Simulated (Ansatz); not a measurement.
**FGe₂H₅O: a ladder of functionals and wavefunction methods**

How much do the methods differ for FGe₂H₅O? The plan is to run it at one geometry with functionals of several rungs and with coupled cluster, and see how far each lands from CCSD(T) at the basis-set limit for the atomisation energy.

The runs use Ansatz 0.2.0, Gaussian basis; functionals in def2-TZVPP, the program's frozen cores in correlated methods.

Levels to be run: LDA (SPW92), PBE-D4, revPBE-D4, BLYP-D4, r2SCAN-D4, B97M-V, PBE0-D4, B3LYP-D4, r2SCANh-D4, r2SCAN0-D4, HSE06-D4, BHLYP-D4, CAM-B3LYP-D4, LC-ωPBE, ωB97X-V, ωB97M-V, B2PLYP, PBE-QIDH; CCSD(T)/def2-SVP; CCSD(T)/def2-TZVPP; MP2/def2-QZVPP; extrapolation to the limit; RPA on PBE.

**1. Structure used throughout**

An earlier PBE0-D4 in a triple-zeta def2 set relaxation fixed the geometry.

SMILES `[F][GeH2][O][GeH3]`, 9 atoms, charge 0, spin multiplicity 1.

Atoms are counted from 1 here; the program's logs count them from 0.

Bond lengths: F1–Ge2 1.730 Å, Ge2–O3 1.749 Å, Ge2–H5 1.535 Å, Ge2–H6 1.535 Å, O3–Ge4 1.776 Å, Ge4–H7 1.540 Å, Ge4–H8 1.540 Å, Ge4–H9 1.531 Å. Angles: F1–Ge2–O3 104.2°, F1–Ge2–H5 106.8°, F1–Ge2–H6 106.8°, O3–Ge2–H5 111.2°, O3–Ge2–H6 111.2°, H5–Ge2–H6 115.9°, Ge2–O3–Ge4 132.3°, O3–Ge4–H7 108.8°, O3–Ge4–H8 108.8°, O3–Ge4–H9 105.4°, H7–Ge4–H8 110.2°, H7–Ge4–H9 111.7°, H8–Ge4–H9 111.7°.

**2. LDA**

This LDA is Slater exchange with PW92 correlation.

in.yaml

```yaml
crystal:
  periodic: [false, false, false]
  atoms:
    - {symbol: F, position_ang: [-2.387665, 1.757057, 0.071893]}
    - {symbol: Ge, position_ang: [-0.700363, 1.389630, 0.183242]}
    - {symbol: O, position_ang: [-0.615141, -0.330564, -0.120869]}
    - {symbol: Ge, position_ang: [0.749583, -1.464674, -0.195103]}
    - {symbol: H, position_ang: [0.000706, 2.184808, -0.927161]}
    - {symbol: H, position_ang: [-0.268594, 1.721004, 1.618648]}
    - {symbol: H, position_ang: [1.467312, -1.467194, 1.167139]}
    - {symbol: H, position_ang: [1.714845, -1.008245, -1.304539]}
    - {symbol: H, position_ang: [0.127717, -2.828122, -0.510453]}
basis:
  gaussian: {orbitals: def2-TZVPP}
hamiltonian: {xc: lda}
output: {orbitals: {seedname: orbitals}}
```

The run is started by

```
ansatz run in.yaml --threads 4 --pin off --events-out ev --progress --plain --max-ram 10444MiB
```

Further steps of the session: PBE-D4 (GGA); revPBE-D4 (GGA); BLYP-D4 (GGA); r2SCAN-D4 (meta-GGA); B97M-V (meta-GGA); B3LYP-D4 (hybrid); r2SCANh-D4 (hybrid); r2SCAN0-D4 (hybrid); HSE06-D4 (hybrid); BHLYP-D4 (hybrid); CAM-B3LYP-D4 (range-separated); LC-ωPBE (range-separated); ωB97X-V (range-separated); ωB97M-V (range-separated); B2PLYP (double hybrid); PBE-QIDH (double hybrid); CCSD(T) in def2-SVP; CCSD(T) in def2-TZVPP; MP2 in def2-QZVPP; RPA on PBE orbitals.

**Question.** What will the summary of the whole plan be? Wanted: atomisation energy, CCSD(T)/CBS; farthest beyond LDA; mean size of error, GGA; mean size of error, meta-GGA; mean size of error, hybrid; mean size of error, range-separated; mean size of error, double hybrid; gap, smallest and largest; T1 diagnostic.

As calculated:

| quantity | value |
| --- | --- |
| atomisation energy, CCSD(T)/CBS | 2752.2 kJ/mol |
| functionals within 27.5 kJ/mol (1.0 %) | r2SCAN-D4, B97M-V, CAM-B3LYP-D4, ωB97X-V |
| farthest beyond LDA | BHLYP-D4 (-125.7 kJ/mol) |
| mean size of error, GGA | 71.0 kJ/mol |
| mean size of error, meta-GGA | 16.4 kJ/mol |
| mean size of error, hybrid | 79.8 kJ/mol |
| mean size of error, range-separated | 30.8 kJ/mol |
| mean size of error, double hybrid | 61.7 kJ/mol |
| gap, smallest and largest | 5.71 eV (LDA (SPW92)), 13.27 eV (LC-ωPBE) |
| T1 diagnostic | 0.0123 |
| triples share of the correlation energy | 3.2 % |

The LDA atomisation energy is off by 366.1 kJ/mol (13 %): it overbinds. PBE-D4 misses by -38.5 kJ/mol. Double hybrids carry the basis error of their MP2 part in triple zeta, and no dispersion term here, so their miss is partly the set-up's. Taken by rung, meta-GGA functionals do best (16.4 kJ/mol on average) and hybrid ones worst beyond LDA (79.8 kJ/mol). GGA functionals lie within the reference's doubt of that worst mean (71.0 kJ/mol), so those two tie. The mean of the hybrids holds BHLYP, with half exact exchange. Misses under about 27.5 kJ/mol are within the doubt on the reference itself, which lacks core-valence correlation, relativity and higher excitations, and its outer-core shells are covered unevenly. Hartree-Fock recovers 70 % of the binding; the rest is correlation. CCSD(T) in def2-SVP is off by -201.3 kJ/mol, so the small basis spoils what the method gains. The gap grows from 5.7 to 13.3 eV across the functionals, mostly with the share of exact exchange. Correlated methods include outer-core shells of Ge, which these sets cover unevenly.
